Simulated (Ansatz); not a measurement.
A first try at cell relaxations under several functionals of CdSnTe2, space group R-3m, using the Ansatz DFT code, driven from Python.

The script, `lattice_cdsnte2.py`:
```python
import ansatz as az
import numpy as np

def edges_and_angles(cell):
    cell = np.asarray(cell)
    a, b, c = np.linalg.norm(cell, axis=1)
    cosines = cell[1] @ cell[2] / (b * c), cell[0] @ cell[2] / (a * c), cell[0] @ cell[1] / (a * b)
    return (a, b, c, *np.degrees(np.arccos(cosines)))

system = (
    az.Lattice.from_parameters(4.483974, 4.483974, 21.322853, alpha=90, beta=90, gamma=120)
    .space_group(166)
    .atom('Cd', [0.0, 0.0, 0.0])
    .atom('Sn', [2 / 3, 1 / 3, 5 / 6])
    .atom('Te', [0.0, 0.0, 0.745598])
    .primitive()
)

model = (
    system.calculation()
    .occupations('Fixed')
    .kpoints(6)
    .scf(tolerance=1e-09)
    .basis(550)
    .relax(cell=True, force_tolerance=0.02)
)

levels = [('lda', 'none'), ('pbesol', 'none'), ('pbesol', 'd3bj')]
print('level            a       b       c    alpha   beta  gamma  V/atom  steps')
for name, dispersion in levels:
    seen = []
    run = model.functional(name, dispersion=dispersion).session().plan()
    res = run.execute(on_event=lambda e: seen.append(e) if e['event'] == 'relax_step' else None)
    cell = res.lattice.cell_ang
    label = name if dispersion == 'none' else f'{name}+{dispersion}'
    print('{:13s} {:7.4f} {:7.4f} {:7.4f} {:6.2f} {:6.2f} {:6.2f}'.format(label, *edges_and_angles(cell)), f'{abs(np.linalg.det(cell)) / len(res.lattice.sites):7.3f} {len(seen):5d}')
```

```console
$ python lattice_cdsnte2.py
level            a       b       c    alpha   beta  gamma  V/atom  steps
DeckWarning: relax.cell: scf.convergence.dr2_threshold = 1e-9 eV is looser than the 4e-10 eV advised for a relaxation that steers and ends on the stress (1e-10 eV for each atom of the cell: 4). What an SCF threshold leaves in a stress goes as its square root, and in the free energy as the threshold itself, and one [...]
RunWarning: iter 1: σ=0 fill of 33 bands saw a band overlap (occupied 9.0948 eV > unoccupied 8.5761 eV) — on an unconverged iterate often a transient of an unconverged empty band; one that stands at the close is told there (band_overlap_at_count); if the run fails to converge, the spectrum is likely genuinely metallic [...]
RunWarning: the bands overlap at the fill by count (33 filled at each k-point of a channel): the highest filled level, 10.721981 eV at k-index 31, stands 0.7775 eV over the lowest empty one, 9.944528 eV at k-index 3, so that a fill of the lowest levels lies lower and no gap is reported. A metal, or a carrier in a [...]
lda            7.3217  7.3217  7.3217  34.60  34.60  34.60  28.228     5
pbesol         7.3956  7.3956  7.3956  34.59  34.59  34.59  29.073     5
pbesol+d3bj    7.2547  7.2547  7.2547  34.86  34.86  34.86  27.842     5
```
(Warnings from the package without file and line, shortened, repeats left out.)

The script ran to its end, but the result can't be trusted. Why?

The fault: fixed occupations, though the bands overlap at this level of theory. The change:

```diff
--- before
+++ after
@@ -20,3 +20,3 @@
     system.calculation()
-    .occupations('Fixed')
+    .occupations('fermi_dirac', width=0.05)
     .kpoints(6)
```

With that change:

```console
$ python lattice_cdsnte2.py
level            a       b       c    alpha   beta  gamma  V/atom  steps
DeckWarning: relax.cell: scf.convergence.dr2_threshold = 1e-9 eV is looser than the 4e-10 eV advised for a relaxation that steers and ends on the stress (1e-10 eV for each atom of the cell: 4). What [...]
lda            7.3436  7.3436  7.3436  34.34  34.34  34.34  28.105     5
pbesol         7.4112  7.4112  7.4112  34.39  34.39  34.39  28.966     5
pbesol+d3bj    7.2813  7.2813  7.2813  34.55  34.55  34.55  27.700     6
```
(Warnings from the package without file and line, shortened.)

Notes:
- Dispersion corrections can be off by several per cent in the lattices of metals, and by several GPa in the pressure at a fixed cell.
- For a metal this k-point mesh is coarse: on a finer one energies can move by several to tens of meV an atom and pressures by half a GPa or more, differences at one mesh by less.
- Edges and angles are those of the cell as typed, here a primitive one, not of the conventional cell.
- The structure comes from a database of computed cells and needn't be a stable or known phase.
- Run time: 88 s on 1 thread of Intel(R) Xeon(R) 6975P-C (Granite Rapids), on a shared host, peak memory 0.67 GiB.
